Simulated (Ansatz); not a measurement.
# Rb on Al (Aluminum) (111)

An exercise on one series of results from a longer session: the logs are not shown, and one member is left open.

Program: Ansatz 0.2.0. Level of theory: DFT RPBE, scalar-relativistic, plane waves, PAW. These are calculated values, not measurements.

1 further run of the same task is left out (set aside as unsound or not needed).

## Starting point

Symmetry: Fm-3m, No. 225, cubic system. The conventional cell has a = 4.066 Å, b = 4.066 Å, c = 4.066 Å, α = 90.00°, β = 90.00°, γ = 90.00°. Al (site symmetry m-3m) has 12 Al at 2.88 Å as nearest neighbours.

Structure file:

```
Al
1.0
     0.00000    2.03311    2.03311
     2.03311    0.00000    2.03311
     2.03311    2.03311    0.00000
Al
1
Cartesian
  0.0000 0.0000 0.0000
```

This cell was relaxed beforehand with the same method: volume 16.81 Å³/atom, gap on the mesh none (metal).

A (111) slab, 7.0 Å thick as cut, with 17 Å of vacuum; its outer planes are Al (top) and Al (bottom).

The slab as cut. Layers, bottom to top:

| plane | atoms per cell | height over the lowest (Å) |
| --- | --- | --- |
| 1 | Al3 | 0.00 |
| 2 | Al3 | 2.35 |
| 3 | Al3 | 4.70 |
| 4 | Al3 | 7.04 |

Set-up of the first run:

Planes are indexed in the bulk's conventional cell (Fm-3m (No. 225)), a = 4.066 Å, b = 4.066 Å, c = 4.066 Å, α = 90.00°, β = 90.00°, γ = 90.00°.

Input file input.yaml:

```yaml
crystal:
  lattice:
    - [4.9800821382, 0.0, 0.0]
    - [-2.4900410691, 4.3128776446, 0.0]
    - [0.0, 0.0, 24.0428997015]
  atoms:
    - { symbol: Al, position: [0.0, 0.3333333333, 0.3535347277] }
    - { symbol: Al, position: [0.3333333333, 0.0, 0.3535347277] }
    - { symbol: Al, position: [0.6666666667, 0.6666666667, 0.3535347277] }
    - { symbol: Al, position: [0.3333333333, 0.3333333333, 0.4511782426] }
    - { symbol: Al, position: [0.6666666667, 0.0, 0.4511782426] }
    - { symbol: Al, position: [0.0, 0.6666666667, 0.4511782426] }
    - { symbol: Al, position: [0.6666666667, 0.3333333333, 0.5488217574] }
    - { symbol: Al, position: [0.0, 0.0, 0.5488217574] }
    - { symbol: Al, position: [0.3333333333, 0.6666666667, 0.5488217574] }
    - { symbol: Al, position: [0.0, 0.3333333333, 0.6464652723] }
    - { symbol: Al, position: [0.3333333333, 0.0, 0.6464652723] }
    - { symbol: Al, position: [0.6666666667, 0.6666666667, 0.6464652723] }
basis:
  ecutwfc: 420
kpoints:
  mp_grid: { grid: [6, 6, 1] }
hamiltonian:
  xc: rpbe
scf:
  occupations: { method: gaussian, width: 0.1 }
output:
  forces: true
  eigenvalues: true
relax:
  adjacent_minimum: "off"
  f_tol: 0.03
  max_steps: 70
  constraints: [{ sites: [0, 1, 2, 3, 4, 5] }]
efield:
  axis: 3
  dipole_correction: true
```

On the command line:

```sh
ansatz run input.yaml --threads 1 --pin off --max-ram 2560MiB --backend cpu --events-out ev --progress --plain --runs-dir out
```

Steps of the session up to this table: The clean surface, relaxed; Start: Rb, top (Al); Start: Rb, hollow (nearest Al); Rb put at a bridge (Al-Al) site.

One table of the session follows, with a row left open; its other results are not shown here.

It belongs to the step «Rb: energies by site». 

```
                              start  energy over the lowest (eV)  height (Å)  Δφ, top (eV)  Δ dipole (e·Å)
           top (Al) at (0.00, 0.33)                         0.00        3.17         -1.76          +0.213
hollow (nearest Al) at (0.33, 0.33)                            ?           ?             ?               ?
     bridge (Al-Al) at (0.50, 0.33)                         0.01        3.27         -1.68          +0.206
hollow (nearest Al) at (0.00, 0.00)                         0.02        3.36         -1.68          +0.207
```

**Question.** Estimate the row for hollow (nearest Al) at (0.33, 0.33).

As computed: energy over the lowest (eV): 0.02; height (Å): 3.37; Δφ, top (eV): -1.66; Δ dipole (e·Å): +0.205.

Limits of these values: A start on a symmetric site keeps its symmetry, so an end may be a saddle point and not a minimum. In some runs the vacuum holds more charge than the dipole correction wants, so vacuum levels can be off. Warnings in the runs' records: vacuum density over bound, xc potential rough in thin density.
